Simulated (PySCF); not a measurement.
# BBrO (Bromine Oxoborane): the cost of one run

Programs: PySCF 2.14.0, with routines of our own; each step states its level. All values are computed. Atoms count from 0.

## (1) The starting structure

3 atoms, charge 0, multiplicity 1; geometry from: GFN2-xTB.

## (2) Relaxing the molecule at PBE0-D3(BJ)/def2-SVP

What the job is given:

```
{"job": {"xc": "PBE0", "basis": "def2-SVP", "d3": "d3bj", "grid": 1, "maxiter": 30, "shake": 0.01, "kind": "geom"}, "charge": 0, "multiplicity": 1}
O     -1.348530     0.281750    -0.002210
B     -0.203750     0.100530    -0.006660
Br     1.558290    -0.205330    -0.010310
```

Started as:

```bash
$ OMP_NUM_THREADS=1 python heavy_run.py task.json out
```

This one command runs all jobs of the session in turn.

Q: Estimate the wall time and peak memory of this first job on 1 thread of AMD EPYC 9R45, shared host.

About 2.4 s, with a peak of 0.29 GiB.
